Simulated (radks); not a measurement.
# Fractional charge and spin in the 4s shell of bromine

The task here is to estimate one member of a computed series from the others.

The numbers are computed with radks (a radial shooting solver on a logarithmic mesh, Libxc functionals) version 1 (scalar-relativistic Kohn-Sham, r2SCAN, spin-polarised, spherical densities, finite nucleus), except any that are marked as measured or tabulated.

### The atom as given

* element: bromine (Z = 35)
* configuration: [Ar] 3d10 4p(up 1, down 1) 4s(up 1, down 1)
* nuclear rms radius: 4.1629 fm

A shell typed twice in an input gives spin up, then spin down.

The first run:

Input:

```text
Z 35
configuration [Ar] 3d10 4p1 4p1 4s1 4s1
relativity scalar-relativistic
functional r2scan,r2scan
spin polarised
nucleus finite rms 4.1629 fm
c 137.035999084
```

Among the steps run: 4s: up 1, down 1.

One table of the session follows, with a row left open; its other results are not shown here.

It belongs to the step «4s: up 1, down 1». From the orbitals of this run (lengths in bohr):

| level | <r> | outermost maximum (interpolated) | 90 % within | nodes |
| --- | --- | --- | --- | --- |
| 1s | 0.04275 | 0.0279 | 0.0765 | 0 |
| 2s | 0.1893 | 0.159 | 0.293 | 1 |
| 2p | 0.1654 | 0.127 | 0.270 | 0 |
| 3s | 0.5499 | 0.483 | 0.818 | 2 |
| 3p | ? | ? | ? | ? |
| 3d | 0.5869 | 0.432 | 0.964 | 0 |
| 4s | 1.556 | 1.37 | 2.27 | 3 |
| 4p | 1.760 | 1.54 | 2.59 | 2 |

Q: Estimate the row for 3p from the others.

The run gave: <r>: 0.5628; outermost maximum (interpolated): 0.481; 90 % within: 0.858; nodes: 1. In the column «<r>» it lies between 3s (0.5499) and 3d (0.5869).
